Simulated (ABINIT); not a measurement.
The system is DyO.

```
Dy O
1.0
     2.77066    0.00000    0.00000
     0.00000    2.77066    0.00000
     0.00000    0.00000    2.77066
Dy O
1 1
Direct
  0.00000 0.00000 0.00000
  0.50000 0.50000 0.50000
```

The cell comes from a database or a generator and needn't be the stable form of this composition.

Base run:

- Program: ABINIT 10.8.3 (patched build)
- Functional: PBE
- Potentials or basis: Ansatz PAW PBE default generated set, frozen core
- Cutoff: 435 eV
- k mesh: 7 × 7 × 7
- Occupations: gaussian, width 0.05 eV
- Spin: collinear spin, ferromagnetic start
- Starting moments: [5.0, 0.0] μB
- Hubbard terms: Dy f U = 6 eV

Its results: band gap on the k mesh none (metal or under the smearing width); pressure 52.7 GPa; net moment 4.15 μB per cell; site moments Dy +4.16; O -0.01 μB.

Problem. The run is repeated on the same cell with these changes: functional from PBE to PBEsol. What comes out?

Solution. Band gap on the k mesh none (metal or under the smearing width); pressure 47.2 GPa; net moment 2.08 μB per cell; site moments Dy +2.09; O -0.03 μB.

PBEsol binds more tightly than PBE, so the same cell stands under less pressure.

Caveats: the magnetic or orbital state may not be the lowest; a pressure of tens of GPa on the cell as given is suspect, and the run, the potentials or the cell itself is likely at fault; spin-orbit coupling is left out, which moves the levels of the heavy elements; the atomic spheres overlap; the PAW data sets were made with another functional, which shifts forces and pressure a little (some runs).
